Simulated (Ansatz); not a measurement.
# AgB in Ansatz: convergence with k mesh

Crystal: AgB.

```
CELL_PARAMETERS angstrom
3.00598 0.00000 0.00000
0.00000 3.00598 0.00000
0.00000 0.00000 3.00598
ATOMIC_POSITIONS crystal
Ag 0.01191 0.00155 0.00521
B 0.48955 0.51333 0.48568
```

The cell was built by a generator and needn't be a form met in nature.

The cell isn't the ideal one: atoms moved at random, drawn with an rms of 0.05 Å.

| Quantity | Value |
| --- | --- |
| Program | Ansatz 0.2.0 |
| Task | convergence study |
| Functional | LDA |
| Potentials or basis | Ansatz PAW |
| Cutoff | 420 eV (not typed: the program's choice for these potentials) |
| k mesh | 3 × 3 × 3 |
| Occupations | cold, width 0.1 eV |
| Spin | no spin polarisation |
| Hubbard terms | Ag d U = 5 eV |

These are the settings of the first run; the series varies k mesh, with any setting tied to it.

Hardware: 2 threads of Arm Neoverse V2, with other jobs on the host.

The values tried are 3 × 3 × 3, 4 × 4 × 4, 5 × 5 × 5, 6 × 6 × 6, 8 × 8 × 8, 10 × 10 × 10, 12 × 12 × 12, 14 × 14 × 14, loosest first. From which on does the largest force stay within 0.005 eV/Å of the tightest run that finished?

From 10 × 10 × 10 on.

```tsv
k mesh	energy less the tightest run, at zero smearing (meV/atom)	pressure (GPa)	largest force (eV/Å)	SCF cycles	CPU time (s)	peak memory (GiB)
3 × 3 × 3	163.71	-16.37	0.112	7	1.4	0.24
4 × 4 × 4	12.55	-16.02	0.028	7	2.3	0.26
5 × 5 × 5	-10.31	-11.07	0.040	7	3.6	0.29
6 × 6 × 6	5.98	-12.21	0.044	7	5.8	0.33
8 × 8 × 8	16.45	-13.39	0.039	8	14	0.41
10 × 10 × 10	-6.35	-12.87	0.031	7	23	0.54
12 × 12 × 12	-6.09	-13.52	0.030	7	40	0.73
14 × 14 × 14	0.00	-13.35	0.031	7	64	1
```

Not settled before the last step: the energy (to 1 meV/atom), the pressure (to 0.1 GPa). Meshes of other sizes hit other points, so gaps and Fermi surfaces needn't settle smoothly. The tightest run that finished is the yardstick and may itself not be fully converged.

Caveat, for the tightest run too: U without spin polarisation on a metal has little footing; the PAW data sets come from PBE, with cores solved anew for the run's functional, which leaves a small shift of forces and pressure; the U is typed as a test and isn't derived for this compound.
